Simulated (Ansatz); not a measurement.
# CCSD/STO-3G run of SnF2 (SMILES [F][Sn][F])

What is the electronic atomisation energy of SnF2 at CCSD/STO-3G? 

The calculation is run with Ansatz 0.2.0.

54 further runs of the same task are left out: 21 that didn't finish, 33 set aside as unsound or not needed.

## Step 1: The system as given

SnF2: 3 atoms, total charge 0, spin state singlet. As SMILES, `[F][Sn][F]`. The shape comes from GFN2-xTB, which is rough for such elements, and wasn't checked as a minimum.

Bond lengths: Sn1–F2 2.077 Å, Sn1–F3 2.076 Å. Angles: F2–Sn1–F3 102.6°.

## Step 2: The energy at CCSD/STO-3G

The input, job.yaml:

```yaml
crystal:
  periodic: [false, false, false]
  atoms:
    - symbol: Sn
      position_ang: [0.005290, -0.007560, -0.865150]
    - symbol: F
      position_ang: [1.618310, -0.021230, 0.443060]
    - symbol: F
      position_ang: [-1.623610, 0.028790, 0.422090]
basis:
  gaussian:
    orbitals: STO-3G
correlation:
  method: ccsd
  frozen_orbitals: {F: 1, Sn: 18}
accuracy: high
scf:
  omitted_lower_state_checks: [cluster_reference, increment]
```

Started as:

```
$ ansatz run job.yaml --threads 1 --pin off --max-ram 2610MiB --events-out events.jsonl --progress --plain --runs-dir runs
```

Standard output:

```text
Warning: RAYON_NUM_THREADS=1 ignored (pool sized by the plan → 1); use --threads N
[... 11 lines left out ...]
20 core orbitals not correlated: weight in the atoms' cores, before any rotation towards them, 1.000 or more for the frozen orbitals, at most 0.000 for the correlated occupied ones
[... 26 lines left out ...]
Total energy: -167606.00278591 eV, -6159.4069949532 hartree
Checks for a lower state left out: cluster_reference, increment
```

Run time: 0.83 s. Hardware: 1 thread of Arm Neoverse V1, shared host; peak memory 0.092 GiB.

## Step 3: The F atom, same level

The input, in.yaml:

```yaml
crystal:
  periodic: [false, false, false]
  atoms:
    - {symbol: F, position_ang: [0.000000, 0.000000, 0.000000]}
basis:
  gaussian:
    orbitals: STO-3G
magnetization:
  spin_polarized: true
  initial_magnetization: 1
scf:
  omitted_lower_state_checks: [cluster_reference, increment]
accuracy: high
correlation:
  method: ccsd
  frozen_orbitals: {F: 1}
```

Started as:

```
$ ansatz run in.yaml --threads 1 --pin off --max-ram 2610MiB --events-out events.jsonl --progress --plain --runs-dir runs
```

Standard output:

```text
Warning: RAYON_NUM_THREADS=1 ignored (pool sized by the plan → 1); use --threads N
Functional definition: HF
  name "HF"
  exchange = exact_x
  correlation = 0
these checks for a lower state are left out or cut short: cluster_reference, increment
15 factors; integrals over basis functions are off by at most 1.2e-9 eV
mean field evaluation 1: about -2666.3486 eV, gradient 1.5e-14 eV
mean field evaluation 2: about -2666.3486 eV, gradient 0.0e0 eV
mean field -2666.34863534 eV, -97.9865050328 hartree, gradient 0.0e0 eV, S^2 0.750000; 2 other end points of the search recorded, 0 dependent functions left out
1 core orbitals not correlated: weight in the atoms' cores, before any rotation towards them, 1.000 or more for the frozen orbitals, at most 0.000 for the correlated occupied ones
reference -2666.34863534 eV, -97.9865050328 hartree; 4, 3 occupied and 0, 1 virtual orbitals, 15 factors
second order 0.00000000 eV of doubles, 0.00000000 eV of singles
cycle   1  0.00000000 eV  change     0.0e0 eV  update    0.0e0
cycle   2  0.00000000 eV  change     0.0e0 eV  update    0.0e0
Total energy: -2666.34863534 eV, -97.9865050328 hartree
Checks for a lower state left out: cluster_reference, increment
```

Wall time 0.06 s (1 thread of Arm Neoverse V1, shared host).

## Step 4: The Sn atom, same level

The input, run.yaml:

```yaml
crystal:
  periodic: [false, false, false]
  atoms:
    - symbol: Sn
      position_ang: [0.000000, 0.000000, 0.000000]
basis:
  gaussian: {orbitals: STO-3G}
magnetization: {spin_polarized: true, initial_magnetization: 2}
correlation: {method: ccsd, frozen_orbitals: {Sn: 18}}
accuracy: high
scf: {omitted_lower_state_checks: [cluster_reference, increment]}
```

Run the same way, it converges to -5963.21986 Eh (log not shown).

## Step 5: Results

Level: CCSD/STO-3G, 20 core orbitals frozen.

| quantity | value |
| --- | --- |
| molecule: total energy | -6159.40699 Eh |
| molecule: correlation energy (20 core orbitals frozen) | -96.8 mEh |
| molecule: T1 diagnostic | 0.026 |
| F atom: total energy | -97.98651 Eh |
| F atom: correlation energy (1 core orbital frozen) | 0.0 mEh |
| F atom: ⟨S²⟩ of the reference determinant | 0.750 |
| F atom: T1 diagnostic | 0.000 |
| Sn atom: total energy | -5963.21986 Eh |
| Sn atom: correlation energy (18 core orbitals frozen) | -13.7 mEh |
| Sn atom: ⟨S²⟩ of the reference determinant | 2.000 |
| Sn atom: T1 diagnostic | 0.000 |
| electronic atomisation energy | 5.827 eV |

Taking the molecule apart into free atoms costs 5.83 eV (562 kJ/mol), before zero-point energy and without spin-orbit coupling. In a minimal basis such a difference can be off by several eV, whatever the method. The T1 diagnostic (molecule) of 0.026 is above the customary mark for such species, so a single reference may not serve. The restricted solution (molecule) is unstable to spin breaking: an unrestricted one lies lower. Relativity is left out (molecule) although the molecule holds a heavy atom. Relativity is left out (Sn atom) although the molecule holds a heavy atom.
